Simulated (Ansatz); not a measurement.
2 structures of ZrC: a ranking of polymorphs by energy, run with the Python package of Ansatz (0.2.0).

The script, `zrc_polymorphs.py`:
```python
"""Polymorphs of ZrC, after relaxing cells and atoms."""

import logging
import sys
import warnings

import ansatz as az
import numpy as np
import spglib
from tabulate import tabulate

logging.basicConfig(stream=sys.stdout, format="%(levelname)s %(message)s")
logger = logging.getLogger("zrc")
logger.setLevel(logging.INFO)

PHASES = {
    "Fm-3m": (
        [(0.0, 2.365, 2.365), (2.365, 0.0, 2.365), (2.365, 2.365, 0.0)],
        [
            ("Zr", (0.5, 0.5, 0.5)),
            ("C", (0.0, 0.0, 0.0)),
        ],
    ),
    "P6_3/mmc": (
        [(3.39147627, 0.0, 0.0), (-1.69573814, 2.93710461, 0.0), (0.0, 0.0, 5.290053)],
        [
            ("Zr", (1 / 3, 2 / 3, 0.25)),
            ("Zr", (2 / 3, 1 / 3, 0.75)),
            ("C", (0.0, 0.0, 0.0)),
            ("C", (0.0, 0.0, 0.5)),
        ],
    ),
}


def build(vectors, sites):
    crystal = az.Crystal(lattice=az.Lattice.of(vectors))
    for symbol, position in sites:
        crystal = crystal.atom(symbol, position)
    return crystal


def run_phase(name, crystal):
    calc = (
        crystal.calculation()
        .functional("PBEsol")
        .basis(21 * az.Ha)
        .kpoints(spacing=0.15)
        .occupations("fermi_dirac", width=0.05)
        .stress()
        .band_table()
    )
    calc = calc.relax(force_tolerance=0.02, cell=True)
    return calc.run(threads=1)


def space_group(outcome):
    sites = outcome.report["lattice"]["sites"]
    kinds = sorted({site["symbol"] for site in sites})
    cell = (outcome.lattice.cell_ang, [site["position_frac"] for site in sites], [kinds.index(site["symbol"]) for site in sites])
    return spglib.get_spacegroup(cell, symprec=0.01)


def pressure_gpa(outcome):
    return float(np.trace(outcome.report["stress_gpa"]) / 3)


def volume_per_atom(outcome):
    return abs(np.linalg.det(outcome.lattice.cell_ang)) / len(outcome.lattice.sites)

warnings.simplefilter("ignore", az.DeckWarning)

phases = {name: build(*cell) for name, cell in PHASES.items()}

done = {name: run_phase(name, crystal) for name, crystal in phases.items()}

energy = {name: o.report["energy_sigma0_ev"] / len(o.lattice.sites) for name, o in done.items()}
lowest = min(energy.values())
rows = [(name, len(o.lattice.sites), 1000 * (energy[name] - lowest), space_group(o), pressure_gpa(o), volume_per_atom(o)) for name, o in done.items()]
rows.sort(key=lambda row: row[2])
print(tabulate(rows, headers=["phase", "atoms", "dE (meV/atom)", "space group", "P (GPa)", "V (A^3/atom)"], floatfmt=".4f", tablefmt="rst"))
print("order:", " < ".join(row[0] for row in rows))
```

Which of these structures comes out lowest, and how far apart are they?

By space group at the end of each run: Fm-3m (+0 meV an atom, 12.7 Å³) and P6_3/mmc (+159 meV an atom, 12.7 Å³).

The run itself:

```console
$ python zrc_polymorphs.py
========  =======  ===============  ==============  =========  ==============
phase       atoms    dE (meV/atom)  space group       P (GPa)    V (A^3/atom)
========  =======  ===============  ==============  =========  ==============
Fm-3m           2           0.0000  Fm-3m (225)       -0.0032         12.7220
P6_3/mmc        4         158.5067  P6_3/mmc (194)     0.0007         12.7022
========  =======  ===============  ==============  =========  ==============
order: Fm-3m < P6_3/mmc
```

Of the deposited cell: the entry's cell lengths or inner coordinates differ somewhat from later room-temperature determinations. Pressure is positive in compression. The cells come from databases of deposited and of computed structures, and not all need be stable phases. The ranking holds among these structures alone, at zero temperature; the ground state may be another structure. Differences under 10 to 15 meV an atom lie within the error of mesh and functional. Timing: 83 s on 1 thread of Arm Neoverse V2, on a shared host, peak memory 0.6 GiB.
